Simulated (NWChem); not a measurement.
# One shape, several levels: GaH3S3 (SMILES [SH][Ga]([SH])[SH])

Aim: a comparison of 4 runs (HF/STO-3G, HF/3-21G, B3LYP/6-31G*) of GaH3S3. 

The calculation is run with NWChem 7.3.0.

**1. The system as given**

GaH3S3: 7 atoms, total charge 0, spin state singlet. SMILES: `[SH][Ga]([SH])[SH]`. The shape is that of a PBE0-D4/def2-TZVP optimisation.

Bond lengths: S1–Ga2 2.198 Å, Ga2–S3 2.195 Å, Ga2–S4 2.193 Å, S1–H5 1.343 Å, S3–H6 1.343 Å, S4–H7 1.344 Å. Angles: S1–Ga2–S3 123.6°, S1–Ga2–S4 119.2°, S3–Ga2–S4 117.2°, Ga2–S1–H5 94.4°, Ga2–S3–H6 94.1°, Ga2–S4–H7 93.4°.

**2. Energy and gradient at HF/STO-3G (run 1)**

The input, run.py:

```python
from ase import Atoms
from ase.calculators.nwchem import NWChem

molecule = Atoms(['S', 'Ga', 'S', 'S', 'H', 'H', 'H'], positions=[
    [0.675000, 0.806600, -1.591800],
    [0.103700, -0.182200, 0.286700],
    [-1.971700, -0.370700, 0.977000],
    [1.666900, -1.033800, 1.567100],
    [-0.586700, 1.114400, -1.933700],
    [-2.484600, 0.264200, -0.089400],
    [2.658800, -0.666600, 0.738500],
])

calc = NWChem(
    label='gah3s3',
    theory='scf',
    memory='2200 mb',
    basis='STO-3G',
    basispar='spherical bse',
    scf={'nopen': '0', 'rhf': None, 'thresh': '1e-08', 'maxiter': '80'},
)
molecule.calc = calc

forces = molecule.get_forces()
e = molecule.get_potential_energy()
print(f"E = {e:.6f} eV")
print("forces (eV/A):")
for s, f in zip(molecule.symbols, forces):
    print(f"{s:2s} {f[0]:10.5f} {f[1]:10.5f} {f[2]:10.5f}")
print("dipole (e A):", molecule.get_dipole_moment().round(4))
```

On the command line:

```
export ASE_NWCHEM_COMMAND="nwchem PREFIX.nwi > PREFIX.nwo"
python run.py
```

Log:

```text
E = -83872.533183 eV
forces (eV/A):
S    -1.10023   -0.79277    1.61311
Ga    0.02468   -0.09066    0.17412
S     1.69539    0.46223   -1.12666
S    -0.91866    0.95331   -1.57310
H     0.52492   -0.04818   -0.00288
H     0.02160   -0.25474    0.46012
H    -0.24770   -0.22919    0.45534
dipole (e A): [-0.0862  0.1425 -0.2445]
```

The calculator wrote gah3s3.nwi:

```
title "gah3s3"

permanent_dir gah3s3

scratch_dir gah3s3

start gah3s3

geometry units angstrom nocenter noautosym noautoz
  S  6.7500000000000004e-01 8.0659999999999998e-01 -1.5918000000000001e+00
  Ga 1.0370000000000000e-01 -1.8220000000000000e-01 2.8670000000000001e-01
  S  -1.9717000000000000e+00 -3.7069999999999997e-01 9.7699999999999998e-01
  S  1.6669000000000000e+00 -1.0338000000000001e+00 1.5670999999999999e+00
  H  -5.8670000000000000e-01 1.1144000000000001e+00 -1.9337000000000000e+00
  H  -2.4845999999999999e+00 2.6419999999999999e-01 -8.9399999999999993e-02
  H  2.6587999999999998e+00 -6.6659999999999997e-01 7.3850000000000005e-01
end

memory 2200 mb

basis spherical bse noprint
   * library STO-3G
end

scf
  nopen 0
  rhf
  thresh 1e-08
  maxiter 80
end

task scf gradient
```

gah3s3.nwo, cut to the lines that bear on the results:

```text
[...]
      One-electron energy =  -5344.808547824785
[... 1 line left out ...]
 Nuclear repulsion energy =    516.170729773737
[... 56 lines left out ...]
                       ROHF Final Molecular Orbital Analysis
[... 228 lines left out ...]
                              NWChem Gradients Module
[...]
  wavefunction    =   RHF
                         RHF ENERGY GRADIENTS
    atom               coordinates                        gradient
                 x          y          z           x          y          z
   1 S       1.275565   1.524253  -3.008066    0.021396   0.015417  -0.031370
   2 Ga      0.195965  -0.344308   0.541784   -0.000480   0.001763  -0.003386
   3 S      -3.725973  -0.700521   1.846262   -0.032970  -0.008989   0.021910
   4 S       3.149984  -1.953599   2.961390    0.017865  -0.018539   0.030592
   5 H      -1.108702   2.105911  -3.654163   -0.010208   0.000937   0.000056
   6 H      -4.695213   0.499266  -0.168942   -0.000420   0.004954  -0.008948
   7 H       5.024403  -1.259691   1.395563    0.004817   0.004457  -0.008855
[...]
```

Run time: 9.3 s. Hardware: 1 thread of AMD EPYC 7B13 (Zen 3), shared host; peak memory 0.1 GiB.

**3. Energy and forces at HF/3-21G (run 2)**

The input, gah3s3.xyz:

```xyz
7

S      0.675000     0.806600    -1.591800
Ga     0.103700    -0.182200     0.286700
S     -1.971700    -0.370700     0.977000
S      1.666900    -1.033800     1.567100
H     -0.586700     1.114400    -1.933700
H     -2.484600     0.264200    -0.089400
H      2.658800    -0.666600     0.738500
```

The input, gah3s3.nw:

```
start gah3s3
memory total 2200 mb
geometry units angstroms noautosym nocenter noautoz
  load format xyz gah3s3.xyz
end
basis spherical bse
  S library 3-21G
  Ga library 3-21G
  H library 3-21G
end
scf
  thresh 1e-08
  maxiter 80
  print low
end
task scf gradient
```

On the command line:

```
nwchem gah3s3.nw > gah3s3.out
```

Log:

```text
[...]
  functions       =    67
[...]
  wavefunction    = RHF
[...]
         Total SCF energy =  -3102.375053747777
      One-electron energy =  -5347.244825571699
      Two-electron energy =   1728.699042050185
 Nuclear repulsion energy =    516.170729773738
        Time for solution =      4.6s
[...]
                         RHF ENERGY GRADIENTS
    atom               coordinates                        gradient
                 x          y          z           x          y          z
   1 S       1.275565   1.524253  -3.008066   -0.004323  -0.008000   0.015203
   2 Ga      0.195965  -0.344308   0.541784   -0.003009   0.005522  -0.009536
   3 S      -3.725973  -0.700521   1.846262    0.016675   0.001099  -0.004736
   4 S       3.149984  -1.953599   2.961390   -0.012272   0.006467  -0.009596
   5 H      -1.108702   2.105911  -3.654163    0.002770  -0.004842   0.008265
   6 H      -4.695213   0.499266  -0.168942    0.010070  -0.001934   0.001814
   7 H       5.024403  -1.259691   1.395563   -0.009911   0.001688  -0.001413
 Task  times  cpu:        5.9s     wall:        5.9s
 Total times  cpu:        6.0s     wall:        6.0s
```

It took 6.6 s on 1 thread of AMD EPYC 7B13 (Zen 3), shared host; peak memory 0.1 GiB.

Run 3 isn't shown in full; the table further down has it.

**4. Energy and gradient at B3LYP/6-31G(d) (Cartesian functions) (run 4)**

The input, mol.xyz:

```xyz
7

S      0.675000     0.806600    -1.591800
Ga     0.103700    -0.182200     0.286700
S     -1.971700    -0.370700     0.977000
S      1.666900    -1.033800     1.567100
H     -0.586700     1.114400    -1.933700
H     -2.484600     0.264200    -0.089400
H      2.658800    -0.666600     0.738500
```

The input, run.py:

```python
from ase.io import read
from ase.calculators.nwchem import NWChem

system = read('mol.xyz')

calc = NWChem(
    label='mol',
    theory='dft',
    memory='2200 mb',
    basis='6-31G*',
    dft={'xc': 'b3lyp', 'mult': '1', 'grid': 'fine', 'convergence': 'energy 1e-08', 'iterations': '100', 'mulliken': None},
)
system.calc = calc

forces = system.get_forces()
print(f"energy = {system.get_potential_energy():.6f} eV")
print("forces (eV/A):")
for s, f in zip(system.symbols, forces):
    print(f"{s:2s} {f[0]:10.5f} {f[1]:10.5f} {f[2]:10.5f}")
print("dipole (e A):", system.get_dipole_moment().round(4))
```

On the command line:

```
export ASE_NWCHEM_COMMAND="nwchem PREFIX.nwi > PREFIX.nwo"
python run.py
```

Log:

```text
energy = -84929.809487 eV
forces (eV/A):
S     0.28318    0.12953   -0.28375
Ga    0.01630   -0.02705    0.05224
S    -0.27686   -0.12614    0.27259
S     0.11359   -0.19062    0.32298
H    -0.19494    0.06932   -0.09235
H    -0.12516    0.10161   -0.16311
H     0.18394    0.04340   -0.10865
dipole (e A): [-0.1166  0.1852 -0.3164]
```

The calculator wrote mol.nwi:

```
title "mol"

permanent_dir mol

scratch_dir mol

start mol

geometry units angstrom nocenter noautosym noautoz
  S  6.7500000000000004e-01 8.0659999999999998e-01 -1.5918000000000001e+00
  Ga 1.0370000000000000e-01 -1.8220000000000000e-01 2.8670000000000001e-01
  S  -1.9717000000000000e+00 -3.7069999999999997e-01 9.7699999999999998e-01
  S  1.6669000000000000e+00 -1.0338000000000001e+00 1.5670999999999999e+00
  H  -5.8670000000000000e-01 1.1144000000000001e+00 -1.9337000000000000e+00
  H  -2.4845999999999999e+00 2.6419999999999999e-01 -8.9399999999999993e-02
  H  2.6587999999999998e+00 -6.6659999999999997e-01 7.3850000000000005e-01
end

memory 2200 mb

basis noprint
   * library 6-31G*
end

dft
  xc b3lyp
  mult 1
  grid fine
  convergence energy 1e-08
  iterations 100
  mulliken
end

task dft gradient
```

mol.nwo, cut to the lines that bear on the results:

```text
[...]
         Total DFT energy =    -3121.112956578753
[...]
  wavefunction    = closed shell
                         DFT ENERGY GRADIENTS
    atom               coordinates                        gradient
                 x          y          z           x          y          z
   1 S       1.275565   1.524253  -3.008066   -0.005507  -0.002519   0.005518
   2 Ga      0.195965  -0.344308   0.541784   -0.000317   0.000526  -0.001016
   3 S      -3.725973  -0.700521   1.846262    0.005384   0.002453  -0.005301
   4 S       3.149984  -1.953599   2.961390   -0.002209   0.003707  -0.006281
   5 H      -1.108702   2.105911  -3.654163    0.003791  -0.001348   0.001796
   6 H      -4.695213   0.499266  -0.168942    0.002434  -0.001976   0.003172
   7 H       5.024403  -1.259691   1.395563   -0.003577  -0.000844   0.002113
[...]
```

Run time: 41 s. Hardware: 1 thread of AMD EPYC 7B13 (Zen 3), shared host; peak memory 0.13 GiB.

**5. Overview of the runs**

```
run                               level  iteration cap  module   energy (Eh)  dipole moment (D)  HOMO energy (eV)  LUMO energy (eV)  wall time
  1                           HF/STO-3G             80     scf  -3082.258769               1.42             -6.94              5.54      9.3 s
  2                            HF/3-21G             80     scf  -3102.375054                  –                 –                 –      6.6 s
  3  B3LYP/6-31G* (spherical functions)            100     dft  -3121.100244               1.85             -7.32             -1.28       41 s
  4  B3LYP/6-31G* (Cartesian functions)            100     dft  -3121.112957               1.85             -7.32             -1.29       41 s
```

**6. What came out**

| quantity | value |
| --- | --- |
| run 4: total energy | -3121.11296 Eh |
| run 4: dipole moment | 1.85 D |
| run 4: HOMO energy | -7.32 eV |
| run 4: LUMO energy | -1.29 eV |
| run 4: HOMO–LUMO gap | 6.04 eV |
| run 4: largest force on an atom | 0.421 eV/Å |

What this shows: Over runs 1, 3, 4 the dipole moment (its size) runs from 1.42 D (HF/STO-3G) to 1.85 D (B3LYP/6-31G*). The two ends differ in method and basis. Over runs 1, 3, 4 the HOMO–LUMO gap runs from 6.04 eV (B3LYP/6-31G*) to 12.48 eV (HF/STO-3G). In run 1 the basis is minimal, so the values are rough. All runs together took 98 s, the longest 41 s.
